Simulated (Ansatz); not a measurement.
# TaRu: pressure against volume

How stiff is TaRu, and at what volume does the pressure vanish? The cell is scaled evenly, atoms carried along, and solved with LAPW, PAW and all-electron datasets made for the crystal.

Method: DFT LDA, scalar-relativistic, in Ansatz 0.2.0.

### 1 Starting point

Symmetry: P4/mmm, No. 123, tetragonal system. Conventional cell: a = 3.053 Å, b = 3.053 Å, c = 3.389 Å, α = 90.00°, β = 90.00°, γ = 90.00°. Around Ta (site symmetry 4/mmm) lie 8 Ru at 2.74 Å and 4 Ta at 3.05 Å. Ru (site symmetry 4/mmm) has 8 Ta at 2.74 Å and 4 Ru at 3.05 Å as nearest neighbours.

Coordinates:

```
CELL_PARAMETERS angstrom
3.05300 0.00000 0.00000
0.00000 3.05300 0.00000
0.00000 0.00000 3.38900
ATOMIC_POSITIONS crystal
Ta 0.50000 0.50000 0.50000
Ru 0.00000 0.00000 0.00000
```

Atoms are numbered in the order of the input: Ta1, Ru2.

### 2 Volume × 0.94, LAPW

Input file input.yaml:

```yaml
crystal:
  lattice:
    - [2.9906763899, 0.0, 0.0]
    - [0.0, 2.9906763899, 0.0]
    - [0.0, 0.0, 3.3198173224]
  atoms:
    - { symbol: Ta, position: [0.5, 0.5, 0.5] }
    - { symbol: Ru, position: [0.0, 0.0, 0.0] }
kpoints:
  mp_grid: { grid: [11, 11, 10] }
  band_path:
    path:
      - [0.0, 0.0, 0.0]
      - [0.0, 0.5, 0.0]
      - [0.5, 0.5, 0.0]
      - [0.0, 0.0, 0.0]
      - [0.0, 0.0, 0.5]
      - [0.0, 0.5, 0.5]
      - [0.5, 0.5, 0.5]
      - [0.0, 0.0, 0.5]
      - [0.0, 0.5, 0.0]
    npoints: 5
scf:
  occupations: { method: fermi_dirac, width: 0.05 }
hamiltonian:
  xc: lda
  pseudopotentials: { kind: all_electron, lapw: { basis_error: 0.0005 } }
output:
  forces: true
  stress: true
  eigenvalues: true
```

The run is started by

```console
> ansatz run input.yaml --threads 1 --pin off --max-ram 3072MiB --backend cpu --events-out ev --progress --plain --runs-dir out
```

What it wrote, cut to the lines that bear on the results:

```text
LAPW: plane waves up to 9.018 Å⁻¹, error target 5.0e-4 eV per atom; small_component_spin mean_spin; Ru in spheres of 1.307 Å, 32 of its electrons in bands, Dirac shells []; Ta in spheres of 1.382 Å, 43 of its electrons in bands, Dirac shells []
[...]
Pseudopotentials: kind: all_electron
Pseudopotential: Ta, LAPW, valence charge 43, Koelling and Harmon's equation, gaussian nucleus
Pseudopotential: Ru, LAPW, valence charge 32, Koelling and Harmon's equation, gaussian nucleus
Functional definition: SPW92
[...]
Crystal: 2 atoms, lattice volume = 29.693 Å³
Basis set: ecut = 309.81001043102214 eV, 381 PW (Γ), exchange–correlation at level 2
Bands: 45, of which v1, the nominal top of the filled ones, is band 38 counted from 1 (37 counted from 0)
Symmetry: 16 space group operations
Space group: P4/mmm (ITA 123), of the structure as read, at distance tolerance 3.1e-5 Å
k-points: 126 of 1210
[...]
SCF iter   1: F=—  HF=-547496.109249 eV  |F-HF|=—  |Δ(HF+E_count)|=         —  Δρ=5.92e-2  dr2=1.10e0  ethr=1.46e-3  ⟨swp⟩=2.0  Hψ=33936  notcnv=0
[...]
the basis was enlarged: its passes take 530.0 KiB over the memory plan, 1 of 1 planned eigensolver slots
[...]
SCF iter  12: F=-547495.116655 eV  HF=-547495.116655 eV  |F-HF|=1.33e-8  |Δ(HF+E_count)|=   2.20e-8  Δρ=6.82e-6  dr2=2.44e-8  ethr=6.64e-10  ⟨swp⟩=2.0  Hψ=16764  notcnv=0
[...]
NSCF: frozen V_eff on 41 k-points
SCF converged after 12 iterations
Free energy (F): -547495.116655 eV
[...]
E sigma→0 (E₀):  -547495.107147 eV
Entropy (-TS):   -0.019017 eV (-9.509 meV/atom)
Fermi energy:    27.448970 eV
[...]
--- Forces (eV/Å), atoms counted from 1 ---
  atom   1  Ta    -0.00000000    -0.00000000     0.00000000
  atom   2  Ru    -0.00000000     0.00000000     0.00000000
[...]
--- Stress (GPa, compression-positive) ---
        6.623332       0.000000       0.000000
        0.000000       6.623332       0.000000
        0.000000       0.000000       7.002284
  P = ⅓ Tr σ = 6.7496 GPa (67.496 kbar)
--- Band table (eV; the first three rows and the last of 126) ---
[...]
```

Wall time 71 s (1 thread of Arm Neoverse V2, shared host); peak memory 0.72 GiB.

Result: pressure 6.75 GPa; no gap.

### 3 Volume × 0.94, PAW

Input file input.yaml:

```yaml
crystal:
  lattice:
    - [2.9906763899, 0.0, 0.0]
    - [0.0, 2.9906763899, 0.0]
    - [0.0, 0.0, 3.3198173224]
  atoms:
    - { symbol: Ta, position: [0.5, 0.5, 0.5] }
    - { symbol: Ru, position: [0.0, 0.0, 0.0] }
kpoints:
  mp_grid: { grid: [11, 11, 10] }
scf:
  occupations: { method: fermi_dirac, width: 0.05 }
hamiltonian:
  xc: lda
  pseudopotentials: { kind: paw }
output:
  forces: true
  stress: true
  eigenvalues: true
  efg: { contact_densities: true }
  write_density: true
  write_potential: true
  elf: true
  volumetric_format: npy
```

The run is started by

```console
> ansatz run input.yaml --threads 1 --pin off --max-ram 3072MiB --backend cpu --events-out ev --progress --plain --runs-dir out
```

What it wrote, cut to the lines that bear on the results:

```text
Ru, Ta: output.efg is read without spin–orbit coupling, which moves field gradients at and beside such atoms by some per cent and up to a factor of two; PAW files take it under magnetization.noncollinear and magnetization.spin_orbit
[...]
Pseudopotentials: kind: paw
Pseudopotential: Ta, paw, valence charge 13, recommended cutoff 420 eV (normal)
Pseudopotential: Ru, paw, valence charge 16, recommended cutoff 420 eV (normal)
[... 1 set-up line as earlier in the session ...]
[...]
Crystal: 2 atoms, lattice volume = 29.693 Å³
Basis set: ecut = 420 eV, 559 PW (Γ)
Bands: 19, of which v1, the nominal top of the filled ones, is band 15 counted from 1 (14 counted from 0)
[... 2 set-up lines as earlier in the session ...]
k-points: 126 of 1210
[...]
  atom   1  Ta     0.00000000     0.00000000     0.00000000
  atom   2  Ru    -0.00000000     0.00000000     0.00000000
[...]
--- Stress (GPa, compression-positive) ---
        6.566523       0.000000       0.000000
        0.000000       6.566523       0.000000
        0.000000       0.000000       6.895075
  P = ⅓ Tr σ = 6.6760 GPa (66.760 kbar)
--- PAW observables at the nuclei: V_zz in 10²¹ V/m², potentials from the cell's mean, atoms counted from 1 ---
  atom   1  Ta V_zz =    +1.100172   η = 0.0000   by run symmetry: allowed
            electrostatic potential = -14503.753091 V   contact ρ = 8123799.300205 e/Å³
  atom   2  Ru V_zz =    +3.088540   η = 0.0000   by run symmetry: allowed
            electrostatic potential = -6807.514047 V   contact ρ = 716492.235555 e/Å³
--- Band table (eV; the first three rows and the last of 126) ---
  k-point 0: bands = ["-50.1906", "-45.5271", "-20.2826", "-20.2028", "-20.2028", "-11.9787", "-11.8161", "-11.8161", "13.7197", "16.3135", "16.5545", "20.1190", "20.1190", "21.0634", "23.1195", "24.5883", "27.3475", "27.4909", "27.4909"]
[...]
```

Run time: 5.4 s. Hardware: 1 thread of Arm Neoverse V2, shared host; peak memory 0.41 GiB.

Read from it: pressure 6.68 GPa; no gap; Vzz Ta1 1.10 (η = 0.00), Ru2 3.09 (η = 0.00) (10²¹ V/m²).

### 4 Volume × 0.94, crystal datasets

Changes to input.yaml since step 3:

```diff
@@ -14,3 +14,3 @@
   xc: lda
-  pseudopotentials: { kind: paw }
+  pseudopotentials: { kind: all_electron, datasets: crystal }
 output:
@@ -20,5 +20 @@
   efg: { contact_densities: true }
-  write_density: true
-  write_potential: true
-  elf: true
-  volumetric_format: npy
```

The run is started by

```console
> ansatz run input.yaml --threads 1 --pin off --max-ram 3072MiB --backend cpu --events-out ev --progress --plain --runs-dir out
```

What it wrote, cut to the lines that bear on the results:

```text
[...]
band count auto-derived: 21 (N_el = 29.0; filled up to band 15; 19 by the electrons, moments and atoms)
Ru, Ta: output.efg is read without spin–orbit coupling, which moves field gradients at and beside such atoms by some per cent and up to a factor of two; PAW files take it under magnetization.noncollinear and magnetization.spin_orbit
[...]
[... 1 set-up line as earlier in the session ...]
Pseudopotential: Ta, paw, valence charge 27, recommended cutoff 260 eV (normal), Koelling and Harmon's equation, gaussian nucleus
Pseudopotential: Ru, paw, valence charge 16, recommended cutoff 260 eV (normal), Koelling and Harmon's equation, gaussian nucleus
[... 1 set-up line as earlier in the session ...]
[...]
Crystal: 2 atoms, lattice volume = 29.693 Å³
Basis set: ecut = 260 eV, 277 PW (Γ)
Bands: 21, of which v1, the nominal top of the filled ones, is band 15 counted from 1 (14 counted from 0)
[...]
--- Stress (GPa, compression-positive) ---
        6.622940       0.000000       0.000000
        0.000000       6.622940       0.000000
        0.000000       0.000000       7.002405
  P = ⅓ Tr σ = 6.7494 GPa (67.494 kbar)
  It holds what live shells' own plane waves past their cutoff add
--- PAW observables at the nuclei: V_zz in 10²¹ V/m², potentials from the cell's mean, atoms counted from 1 ---
  atom   1  Ta V_zz =    +1.056812   η = 0.0000   by run symmetry: allowed
            electrostatic potential = -14497.648507 V   contact ρ = 8119667.394736 e/Å³
  atom   2  Ru V_zz =    +3.216975   η = 0.0000   by run symmetry: allowed
            electrostatic potential = -6803.619843 V   contact ρ = 716511.951842 e/Å³
--- Band table (eV; the first three rows and the last of 126) ---
  k-point 0: bands = ["-45.3955", "-40.7735", "-15.4945", "-15.4145", "-15.4145", "-7.2236", "-7.0624", "-7.0624", "18.4891", "21.0838", "21.3246", "24.8883", "24.8883", "25.8327", "27.8899", "29.3588", "32.1156", "32.2597", "32.2597"]
[...]
```

It took 29 s on 1 thread of Arm Neoverse V2, shared host; peak memory 0.93 GiB.

Read from it: pressure 6.75 GPa; no gap; Vzz Ta1 1.06 (η = 0.00), Ru2 3.22 (η = 0.00) (10²¹ V/m²).

### 5 Volume × 0.98, LAPW

Input file input.yaml:

```yaml
crystal:
  lattice:
    - [3.0325094497, 0.0, 0.0]
    - [0.0, 3.0325094497, 0.0]
    - [0.0, 0.0, 3.3662543482]
  atoms:
    - { symbol: Ta, position: [0.5, 0.5, 0.5] }
    - { symbol: Ru, position: [0.0, 0.0, 0.0] }
kpoints:
  mp_grid: { grid: [11, 11, 10] }
  band_path:
    path:
      - [0.0, 0.0, 0.0]
      - [0.0, 0.5, 0.0]
      - [0.5, 0.5, 0.0]
      - [0.0, 0.0, 0.0]
      - [0.0, 0.0, 0.5]
      - [0.0, 0.5, 0.5]
      - [0.5, 0.5, 0.5]
      - [0.0, 0.0, 0.5]
      - [0.0, 0.5, 0.0]
    npoints: 5
scf:
  occupations: { method: fermi_dirac, width: 0.05 }
hamiltonian:
  xc: lda
  pseudopotentials: { kind: all_electron, lapw: { basis_error: 0.0005 } }
output:
  forces: true
  stress: true
  eigenvalues: true
```

The run is started by

```console
> ansatz run input.yaml --threads 1 --pin off --max-ram 3072MiB --backend cpu --events-out ev --progress --plain --runs-dir out
```

What it wrote, cut to the lines that bear on the results:

```text
LAPW: plane waves up to 8.872 Å⁻¹, error target 5.0e-4 eV per atom; small_component_spin mean_spin; Ru in spheres of 1.327 Å, 32 of its electrons in bands, Dirac shells []; Ta in spheres of 1.399 Å, 43 of its electrons in bands, Dirac shells []
[...]
[... 4 set-up lines as earlier in the session ...]
[...]
Crystal: 2 atoms, lattice volume = 30.956 Å³
Basis set: ecut = 299.8720521101009 eV, 381 PW (Γ), exchange–correlation at level 2
Bands: 45, of which v1, the nominal top of the filled ones, is band 38 counted from 1 (37 counted from 0)
[... 2 set-up lines as earlier in the session ...]
k-points: 126 of 1210
[...]
the basis was enlarged: its passes take 532.5 KiB over the memory plan, 1 of 1 planned eigensolver slots
[...]
SCF iter  12: F=-547495.120941 eV  HF=-547495.120941 eV  |F-HF|=2.86e-8  |Δ(HF+E_count)|=   1.48e-8  Δρ=8.82e-6  dr2=3.80e-8  ethr=3.76e-10  ⟨swp⟩=2.0  Hψ=16769  notcnv=0
[...]
NSCF: frozen V_eff on 41 k-points
SCF converged after 12 iterations
Free energy (F): -547495.120941 eV
[...]
E sigma→0 (E₀):  -547495.111162 eV
Entropy (-TS):   -0.019558 eV (-9.779 meV/atom)
Fermi energy:    26.176884 eV
[...]
--- Forces (eV/Å), atoms counted from 1 ---
  atom   1  Ta    -0.00000000     0.00000000     0.00000000
  atom   2  Ru    -0.00000000     0.00000000     0.00000000
[...]
--- Stress (GPa, compression-positive) ---
       -5.559893       0.000000       0.000000
        0.000000      -5.559893       0.000000
        0.000000       0.000000      -4.563953
  P = ⅓ Tr σ = -5.2279 GPa (-52.279 kbar)
--- Band table (eV; the first three rows and the last of 126) ---
[...]
```

Wall time 71 s (1 thread of Arm Neoverse V2, shared host); peak memory 0.72 GiB.

In short: pressure -5.23 GPa; no gap.

### 6 Volume × 0.98, PAW

Input file input.yaml:

```yaml
crystal:
  lattice:
    - [3.0325094497, 0.0, 0.0]
    - [0.0, 3.0325094497, 0.0]
    - [0.0, 0.0, 3.3662543482]
  atoms:
    - { symbol: Ta, position: [0.5, 0.5, 0.5] }
    - { symbol: Ru, position: [0.0, 0.0, 0.0] }
kpoints:
  mp_grid: { grid: [11, 11, 10] }
scf:
  occupations: { method: fermi_dirac, width: 0.05 }
hamiltonian:
  xc: lda
  pseudopotentials: { kind: paw }
output:
  forces: true
  stress: true
  eigenvalues: true
  efg: { contact_densities: true }
```

The run is started by

```console
> ansatz run input.yaml --threads 1 --pin off --max-ram 3072MiB --backend cpu --events-out ev --progress --plain --runs-dir out
```

What it wrote, cut to the lines that bear on the results:

```text
Ru, Ta: output.efg is read without spin–orbit coupling, which moves field gradients at and beside such atoms by some per cent and up to a factor of two; PAW files take it under magnetization.noncollinear and magnetization.spin_orbit
[...]
[... 4 set-up lines as earlier in the session ...]
[...]
Crystal: 2 atoms, lattice volume = 30.956 Å³
Basis set: ecut = 420 eV, 595 PW (Γ)
Bands: 19, of which v1, the nominal top of the filled ones, is band 15 counted from 1 (14 counted from 0)
[... 2 set-up lines as earlier in the session ...]
k-points: 126 of 1210
[...]
  atom   1  Ta     0.00000000     0.00000000     0.00000000
  atom   2  Ru    -0.00000000    -0.00000000     0.00000000
[...]
--- Stress (GPa, compression-positive) ---
       -5.663084       0.000000       0.000000
        0.000000      -5.663084       0.000000
        0.000000       0.000000      -4.707338
  P = ⅓ Tr σ = -5.3445 GPa (-53.445 kbar)
--- PAW observables at the nuclei: V_zz in 10²¹ V/m², potentials from the cell's mean, atoms counted from 1 ---
  atom   1  Ta V_zz =    +1.508002   η = 0.0000   by run symmetry: allowed
            electrostatic potential = -14502.256724 V   contact ρ = 8123789.876100 e/Å³
  atom   2  Ru V_zz =    +2.227124   η = 0.0000   by run symmetry: allowed
            electrostatic potential = -6806.207966 V   contact ρ = 716488.936294 e/Å³
--- Band table (eV; the first three rows and the last of 126) ---
  k-point 0: bands = ["-51.2031", "-46.6983", "-21.2704", "-21.2151", "-21.2151", "-13.1323", "-12.9856", "-12.9856", "12.8550", "15.5971", "15.8198", "19.1835", "19.1835", "20.0690", "22.0370", "23.4188", "26.0212", "26.1520", "26.1520"]
[...]
```

Wall time 5 s (1 thread of Arm Neoverse V2, shared host); peak memory 0.4 GiB.

Result: pressure -5.34 GPa; no gap; Vzz Ta1 1.51 (η = 0.00), Ru2 2.23 (η = 0.00) (10²¹ V/m²).

### 7 Volume × 0.98, crystal datasets

Changes to input.yaml since step 6:

```diff
@@ -14,3 +14,3 @@
   xc: lda
-  pseudopotentials: { kind: paw }
+  pseudopotentials: { kind: all_electron, datasets: crystal }
 output:
```

The run is started by

```console
> ansatz run input.yaml --threads 1 --pin off --max-ram 3072MiB --backend cpu --events-out ev --progress --plain --runs-dir out
```

What it wrote, cut to the lines that bear on the results:

```text
[...]
band count auto-derived: 21 (N_el = 29.0; filled up to band 15; 19 by the electrons, moments and atoms)
Ru, Ta: output.efg is read without spin–orbit coupling, which moves field gradients at and beside such atoms by some per cent and up to a factor of two; PAW files take it under magnetization.noncollinear and magnetization.spin_orbit
[...]
[... 4 set-up lines as earlier in the session ...]
[...]
Crystal: 2 atoms, lattice volume = 30.956 Å³
Basis set: ecut = 260 eV, 277 PW (Γ)
Bands: 21, of which v1, the nominal top of the filled ones, is band 15 counted from 1 (14 counted from 0)
[...]
--- Stress (GPa, compression-positive) ---
       -5.560754       0.000000       0.000000
        0.000000      -5.560754       0.000000
        0.000000       0.000000      -4.564042
  P = ⅓ Tr σ = -5.2285 GPa (-52.285 kbar)
  It holds what live shells' own plane waves past their cutoff add
--- PAW observables at the nuclei: V_zz in 10²¹ V/m², potentials from the cell's mean, atoms counted from 1 ---
  atom   1  Ta V_zz =    +1.448077   η = 0.0000   by run symmetry: allowed
            electrostatic potential = -14496.244653 V   contact ρ = 8119657.728543 e/Å³
  atom   2  Ru V_zz =    +2.329667   η = 0.0000   by run symmetry: allowed
            electrostatic potential = -6802.337882 V   contact ρ = 716508.665951 e/Å³
--- Band table (eV; the first three rows and the last of 126) ---
  k-point 0: bands = ["-46.6013", "-42.1259", "-16.6757", "-16.6200", "-16.6200", "-8.5628", "-8.4173", "-8.4173", "17.4295", "20.1723", "20.3950", "23.7583", "23.7583", "24.6440", "26.6135", "27.9958", "30.5971", "30.7285", "30.7285"]
[...]
```

It took 34 s on 1 thread of Arm Neoverse V2, shared host; peak memory 1 GiB.

Read from it: pressure -5.23 GPa; no gap; Vzz Ta1 1.45 (η = 0.00), Ru2 2.33 (η = 0.00) (10²¹ V/m²).

### 8 Volume × 1.01, LAPW

Input file input.yaml:

```yaml
crystal:
  lattice:
    - [3.0631429316, 0.0, 0.0]
    - [0.0, 3.0631429316, 0.0]
    - [0.0, 0.0, 3.4002592189]
  atoms:
    - { symbol: Ta, position: [0.5, 0.5, 0.5] }
    - { symbol: Ru, position: [0.0, 0.0, 0.0] }
kpoints:
  mp_grid: { grid: [11, 11, 10] }
  band_path:
    path:
      - [0.0, 0.0, 0.0]
      - [0.0, 0.5, 0.0]
      - [0.5, 0.5, 0.0]
      - [0.0, 0.0, 0.0]
      - [0.0, 0.0, 0.5]
      - [0.0, 0.5, 0.5]
      - [0.5, 0.5, 0.5]
      - [0.0, 0.0, 0.5]
      - [0.0, 0.5, 0.0]
    npoints: 5
scf:
  occupations: { method: fermi_dirac, width: 0.05 }
hamiltonian:
  xc: lda
  pseudopotentials: { kind: all_electron, lapw: { basis_error: 0.0005 } }
output:
  forces: true
  stress: true
  eigenvalues: true
```

The run is started by

```console
> ansatz run input.yaml --threads 1 --pin off --max-ram 3072MiB --backend cpu --events-out ev --progress --plain --runs-dir out
```

What it wrote, cut to the lines that bear on the results:

```text
LAPW: plane waves up to 8.767 Å⁻¹, error target 5.0e-4 eV per atom; small_component_spin mean_spin; Ru in spheres of 1.342 Å, 32 of its electrons in bands, Dirac shells []; Ta in spheres of 1.412 Å, 43 of its electrons in bands, Dirac shells []
[...]
[... 4 set-up lines as earlier in the session ...]
[...]
Crystal: 2 atoms, lattice volume = 31.904 Å³
Basis set: ecut = 292.86149946853925 eV, 381 PW (Γ), exchange–correlation at level 2
Bands: 45, of which v1, the nominal top of the filled ones, is band 38 counted from 1 (37 counted from 0)
[... 1 set-up line as earlier in the session ...]
Space group: P4/mmm (ITA 123), of the structure as read, at distance tolerance 3.2e-5 Å
k-points: 126 of 1210
[...]
the basis was enlarged: its passes take 602.2 KiB over the memory plan, 1 of 1 planned eigensolver slots
[...]
SCF iter  12: F=-547495.067459 eV  HF=-547495.067459 eV  |F-HF|=4.25e-8  |Δ(HF+E_count)|=   2.04e-8  Δρ=8.50e-6  dr2=4.03e-8  ethr=3.30e-10  ⟨swp⟩=2.0  Hψ=16772  notcnv=0
[...]
NSCF: frozen V_eff on 41 k-points
SCF converged after 12 iterations
Free energy (F): -547495.067459 eV
[...]
E sigma→0 (E₀):  -547495.057555 eV
Entropy (-TS):   -0.019808 eV (-9.904 meV/atom)
Fermi energy:    25.287180 eV
[...]
--- Forces (eV/Å), atoms counted from 1 ---
  atom   1  Ta    -0.00000000     0.00000000    -0.00000000
  atom   2  Ru     0.00000000     0.00000000     0.00000000
[...]
--- Stress (GPa, compression-positive) ---
      -13.118116      -0.000000       0.000000
       -0.000000     -13.118116      -0.000000
        0.000000      -0.000000     -11.718560
  P = ⅓ Tr σ = -12.6516 GPa (-126.516 kbar)
--- Band table (eV; the first three rows and the last of 126) ---
[...]
```

Run time: 77 s. Hardware: 1 thread of Arm Neoverse V2, shared host; peak memory 0.72 GiB.

Result: pressure -12.65 GPa; no gap.

### 9 Volume × 1.01, PAW

Input file input.yaml:

```yaml
crystal:
  lattice:
    - [3.0631429316, 0.0, 0.0]
    - [0.0, 3.0631429316, 0.0]
    - [0.0, 0.0, 3.4002592189]
  atoms:
    - { symbol: Ta, position: [0.5, 0.5, 0.5] }
    - { symbol: Ru, position: [0.0, 0.0, 0.0] }
kpoints:
  mp_grid: { grid: [11, 11, 10] }
scf:
  occupations: { method: fermi_dirac, width: 0.05 }
hamiltonian:
  xc: lda
  pseudopotentials: { kind: paw }
output:
  forces: true
  stress: true
  eigenvalues: true
  efg: { contact_densities: true }
```

The run is started by

```console
> ansatz run input.yaml --threads 1 --pin off --max-ram 3072MiB --backend cpu --events-out ev --progress --plain --runs-dir out
```

What it wrote, cut to the lines that bear on the results:

```text
Ru, Ta: output.efg is read without spin–orbit coupling, which moves field gradients at and beside such atoms by some per cent and up to a factor of two; PAW files take it under magnetization.noncollinear and magnetization.spin_orbit
[...]
[... 4 set-up lines as earlier in the session ...]
[...]
Crystal: 2 atoms, lattice volume = 31.904 Å³
Basis set: ecut = 420 eV, 643 PW (Γ)
Bands: 19, of which v1, the nominal top of the filled ones, is band 15 counted from 1 (14 counted from 0)
[... 2 set-up lines as earlier in the session ...]
k-points: 126 of 1210
[...]
  atom   2  Ru    -0.00000000     0.00000000     0.00000000
[...]
--- Stress (GPa, compression-positive) ---
      -13.244535      -0.000000       0.000000
       -0.000000     -13.244535      -0.000000
        0.000000      -0.000000     -11.877453
  P = ⅓ Tr σ = -12.7888 GPa (-127.888 kbar)
--- PAW observables at the nuclei: V_zz in 10²¹ V/m², potentials from the cell's mean, atoms counted from 1 ---
  atom   1  Ta V_zz =    +1.730256   η = 0.0000   by run symmetry: allowed
            electrostatic potential = -14501.208663 V   contact ρ = 8123783.369286 e/Å³
  atom   2  Ru V_zz =    +1.598521   η = 0.0000   by run symmetry: allowed
            electrostatic potential = -6805.296298 V   contact ρ = 716486.564038 e/Å³
--- Band table (eV; the first three rows and the last of 126) ---
  k-point 0: bands = ["-51.9133", "-47.5232", "-21.9641", "-21.9249", "-21.9249", "-13.9442", "-13.8081", "-13.8081", "12.2567", "15.0923", "15.3020", "18.5267", "18.5267", "19.3715", "21.2764", "22.5986", "25.0918", "25.2143", "25.2143"]
[...]
```

It took 5.1 s on 1 thread of Arm Neoverse V2, shared host; peak memory 0.4 GiB.

Read from it: pressure -12.79 GPa; no gap; Vzz Ta1 1.73 (η = 0.00), Ru2 1.60 (η = 0.00) (10²¹ V/m²).

[end of part 1 of 2]
